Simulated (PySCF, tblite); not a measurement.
# C₈H₁₂FN: geometry, infrared bands and NMR shifts

Wanted: the infrared bands and NMR shifts of C₈H₁₂FN (`CC(C)[C@@H]1C[C@H](C#N)[C@H]1F`), by calculation.

The runs use tblite 0.8.0 and PySCF 2.14.0, with density-fitted response routines of our own; the level of theory stands in each step. All values are computed, except where a source is named. Atoms count from 0, in the outputs and in this text.

### Step 1. The molecule as given

22 atoms, charge 0, multiplicity 1; geometry from: force field or distance geometry start.

Bonds of the start (Å): C0–C1 1.53, C1–C2 1.51, C1–C3 1.53, C3–C4 1.57, C4–C5 1.55, C5–C6 1.45, C6–N7 1.17, C5–C8 1.54, C8–F9 1.35, C8–C3 1.56, C0–H10 1.10, C0–H11 1.11, C0–H12 1.10, C1–H13 1.10, C2–H14 1.10, C2–H15 1.11, C2–H16 1.09, C3–H17 1.10, C4–H18 1.09, C4–H19 1.10, C5–H20 1.09, C8–H21 1.11.

### Step 2. Optimising the geometry with GFN2-xTB

The job: settings as JSON, then the geometry in Å.

```
{"job": {"kind": "relax", "xc": "GFN2-xTB", "basis": "xTB"}, "charge": 0, "multiplicity": 1}
C     -2.070400    -0.930000     0.665600
C     -1.236600     0.208200     0.075500
C     -1.894300     0.777300    -1.156400
C      0.158100    -0.315300    -0.282100
C      1.086400    -0.715100     0.914700
C      2.265700    -0.164700     0.072200
C      3.287200     0.544000     0.814300
N      4.101200     1.111900     1.431900
C      1.244500     0.734300    -0.651400
F      1.435700     0.907000    -1.975300
H     -2.182700    -1.757100    -0.045300
H     -3.086800    -0.574500     0.921900
H     -1.630500    -1.326800     1.589000
H     -1.145700     0.998000     0.834000
H     -1.327000     1.624500    -1.564800
H     -2.909000     1.154000    -0.912600
H     -1.994200     0.030100    -1.945900
H      0.100600    -1.128700    -1.027300
H      1.128300    -1.779800     1.139400
H      0.891700    -0.165200     1.843500
H      2.691400    -0.918000    -0.590900
H      1.076000     1.705400    -0.150800
```

The run is started by

```bash
$ OMP_NUM_THREADS=1 python probes_run.py task.json out
```

The driver reads the jobs from task.json and runs them one after another.

**Question.** This job is followed by: GFN2-xTB harmonic vibrations, gas phase; GIAO PBE0/pcSseg-1 NMR shielding, non-relativistic, gas phase. Predict these results of the whole session: strongest single infrared mode (GFN2-xTB); zero-point energy (GFN2-xTB); 13C shifts against TMS (PBE0/pcSseg-1); 1H shifts against TMS (PBE0/pcSseg-1, means over atoms taken as alike); 15N shifts against NH3 (PBE0/pcSseg-1); 19F shifts against CFCl3 (PBE0/pcSseg-1); surface potential, 1st and 99th percentile.

The runs gave:

| quantity | value |
| --- | --- |
| strongest single infrared mode (GFN2-xTB) | 2405 cm⁻¹, 212 km/mol |
| zero-point energy (GFN2-xTB) | 115.3 kcal/mol |
| 13C shifts against TMS (PBE0/pcSseg-1) | 125.3, 98.0, 51.9, 38.5, 26.4, 25.2, 21.4, 21.3 ppm |
| 1H shifts against TMS (PBE0/pcSseg-1, means over atoms taken as alike) | 4.87, 2.87, 2.41, 1.90, 1.46, 1.34, 1.05, 0.91 ppm |
| 15N shifts against NH3 (PBE0/pcSseg-1) | 303.1 ppm |
| 19F shifts against CFCl3 (PBE0/pcSseg-1) | -178.4 ppm |
| surface potential, 1st and 99th percentile | -1.80 V and 1.25 V |

Over 55 steps the energy fell by 0.209 eV; of the close pairs, C6–N7 changed most, 1.169 to 1.144 Å. All 60 modes are real, so the xTB geometry is a minimum. The strongest single mode, at 2405 cm⁻¹, moves mainly C6 and N7. GFN2-xTB is a fitted tight-binding method: band positions and strengths are rough. Its intensities can rank the bands wrongly. The most deshielded carbon is C6 (nitrile carbon), at 125.3 ppm: this is the usual window of a C≡N carbon, which has no attached hydrogen. The most deshielded hydrogen is H21 (hydrogen on an sp3 CH bonded to F), at 4.87 ppm: its carbon carries F, hence the downfield position. At PBE0/pcSseg-1: Shielding is most anisotropic at N7 (span 472 ppm, paramagnetic term -375 ppm).
